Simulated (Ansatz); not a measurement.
What does this script print? It uses the Ansatz DFT code, driven from Python.

The script, `soc_zrin.py`:
```python
import logging
import sys

import ansatz as az
from ase import Atoms

logging.basicConfig(stream=sys.stdout, format="[%(levelname)s] %(message)s")
log = logging.getLogger("zrin")
log.setLevel(logging.INFO)

atoms = Atoms(
    ["Zr", "In"],
    scaled_positions=[
        (0.5, 0.5, 0.5),
        (0.0, 0.0, 0.0),
    ],
    cell=[
        (1.6183, 0.934326, 5.121583),
        (-1.6183, 0.934326, 5.121583),
        (0.0, -1.868652, 5.121583),
    ],
    pbc=True,
)
cell = az.Crystal.from_ase(atoms)

setup = (
    cell.calculation()
    .functional("lda")
    .kpoints(mesh=(12, 12, 12))
    .occupations(az.OccupationsMethod.GAUSSIAN)
    .band_table()
)
for label, variant in (("scalar-relativistic", setup), ("spin-orbit", setup.spin(soc=True))):
    r = variant.run(threads=1).report
    zero = r["band_edges_ev"][0] if r.get("band_edges_ev") else r["fermi_energy_ev"]
    near = [round(e - zero, 3) for e in r["eigenvalues_ev"][0] if abs(e - zero) < 3]
    print(label)
    print("  band edges (eV):", [round(e, 3) for e in r.get("band_edges_ev") or []] or "none reported")
    print("  levels at k =", r["kpoints_frac"][0], "within 3 eV of the zero:", near)
```

```console
$ python soc_zrin.py
DeckWarning: basis.ecutwfc = 420 eV, auto-derived from the records' recommended cutoffs: set by Zr (normal level)
scalar-relativistic
  band edges (eV): none reported
  levels at k = [0.0, 0.0, 0.0] within 3 eV of the zero: [-2.421, -1.405, 1.232, 1.232]
spin-orbit
  band edges (eV): none reported
  levels at k = [0.0, 0.0, 0.0] within 3 eV of the zero: [-2.416, -2.416, -1.408, -1.408, 1.182, 1.182, 1.29, 1.29]
```
(Warnings from the package without file and line, repeats left out.)

The computed bands are complete only to about 3.3 eV above the Fermi level. This cell is a computed structure, which may not be the phase found in nature. Levels are Kohn-Sham eigenvalues on this mesh. With spin-orbit coupling each level holds one electron and, with inversion or at time-reversal points, comes in pairs; a window in energy can cut a split set. Run time: 37 s on 1 thread of Arm Neoverse V2 (shared host), peak memory 0.85 GiB.
